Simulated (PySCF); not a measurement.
# C8H7FO2 (3-Methoxybenzoyl fluoride (2k)): the cost of one run

Computed with PySCF 2.14.0, with density-fitted response routines of our own, on a single molecule, in the gas phase or a continuum. Atoms are numbered from 0 throughout.

## Step 1: The molecule as given

18 atoms, charge 0, multiplicity 1; geometry from: GFN2-xTB. The atoms were then displaced at random by about 0.01 Å, so the start is not that level's minimum.

Bonds of the start (Å): C0–O1 1.44, O1–C2 1.37, C2–C3 1.38, C3–C4 1.41, C4–C5 1.38, C5–C6 1.40, C6–C7 1.45, C7–O8 1.19, C7–F9 1.39, C6–C10 1.38, C10–C2 1.39, C0–H11 1.08, C0–H12 1.09, C0–H13 1.08, C3–H14 1.05, C4–H15 1.09, C5–H16 1.07, C10–H17 1.07.

## Step 2: Geometry optimisation at PBE0-D3(BJ)/def2-SVP

The job: settings as JSON, then the geometry in Å.

```
{"job": {"xc": "PBE0", "basis": "def2-SVP", "d3": "d3bj", "grid": 1, "shake": 0.01, "kind": "geom"}, "charge": 0, "multiplicity": 1}
C      2.879650    -0.667660     0.138580
O      2.161480     0.479800    -0.358610
C      0.795770     0.495740    -0.292340
C      0.219640     1.645650    -0.790700
C     -1.190600     1.755970    -0.772150
C     -1.977150     0.754810    -0.239160
C     -1.345500    -0.394190     0.264630
C     -2.101580    -1.497440     0.826150
O     -1.725280    -2.519400     1.305290
F     -3.469320    -1.277720     0.816220
C      0.027810    -0.524400     0.252610
H      3.920460    -0.429560    -0.021220
H      2.649690    -0.778320     1.193720
H      2.566230    -1.547100    -0.403050
H      0.803030     2.415050    -1.193630
H     -1.653190     2.667840    -1.146720
H     -3.045580     0.852330    -0.216790
H      0.456890    -1.419440     0.651410
```

The run is started by

```
OMP_NUM_THREADS=1 python probes_run.py task.json out
```

The driver reads the jobs from task.json and runs them one after another.

**Question.** How long does this first job take on 1 thread of Arm Neoverse V1, shared host, and how much memory does it need?

About 4.4 min, with a peak of 0.83 GiB.
